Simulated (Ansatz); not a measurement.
# BrGaH4: the cost of one run

Method: PBE0-D4, def2-SVP first, then def2-TZVP; program: Ansatz 0.2.0, Gaussian basis.

153 further runs of the same task are left out: 1 that didn't finish, 152 set aside as unsound or not needed.

## 1. The system as given

The guess: 6 atoms, charge 0, spin multiplicity 1.

Atoms are counted from 1 here; the program's logs count them from 0.

Bond lengths: Ga1–H3 1.550 Å, Ga1–H4 1.551 Å, Ga1–Br6 2.822 Å. Angles: H3–Ga1–H4 130.3°, H3–Ga1–Br6 111.0°, H4–Ga1–Br6 112.1°.

Geometry (Å):

```mol
BrGaH4
  3D, bonds by distance, orders not assigned

  6  3  0  0  0  0  0  0  0  0999 V2000
   -0.6109   -0.5217   -0.1015 Ga  0  0
    0.7368    0.6567   -1.0385 H   0  0
   -0.1592   -1.9952   -0.2696 H   0  0
   -2.0149    0.1201   -0.2481 H   0  0
    1.0805    0.9328   -0.1659 H   0  0
    0.9677    0.8073    1.8237 Br  0  0
  1  3  8  0
  1  4  8  0
  1  6  8  0
M  END
```

Distances that are to change: Ga1–Br6 2.82 Å, H2–H5 0.98 Å, Ga1–H2 2.02 Å, H5–Br6 2.00 Å.

## 2. Constrained relaxation of the guess

hold/in.yaml reads:

```yaml
crystal:
  periodic: [false, false, false]
  atoms:
    - {symbol: Ga, position_ang: [-0.610900, -0.521700, -0.101500]}
    - {symbol: H, position_ang: [0.736800, 0.656700, -1.038500]}
    - {symbol: H, position_ang: [-0.159200, -1.995200, -0.269600]}
    - {symbol: H, position_ang: [-2.014900, 0.120100, -0.248100]}
    - {symbol: H, position_ang: [1.080500, 0.932800, -0.165900]}
    - {symbol: Br, position_ang: [0.967700, 0.807300, 1.823700]}
basis:
  gaussian: {orbitals: def2-SVP}
hamiltonian: {xc: pbe0, dispersion: d4}
relax: {f_tol: 0.04, max_steps: 150, escape_saddle: false, constraints: [{distance: [0, 5]}, {distance: [1, 4]}, {distance: [0, 1]}, {distance: [4, 5]}]}
```

Started as:

```sh
$ ansatz run in.yaml --threads 2 --pin off --events-out ev --progress --plain --max-ram 4352MiB
```

**Question.** How long does this run take on 2 threads of Arm Neoverse V1, shared host?

About 11 s.
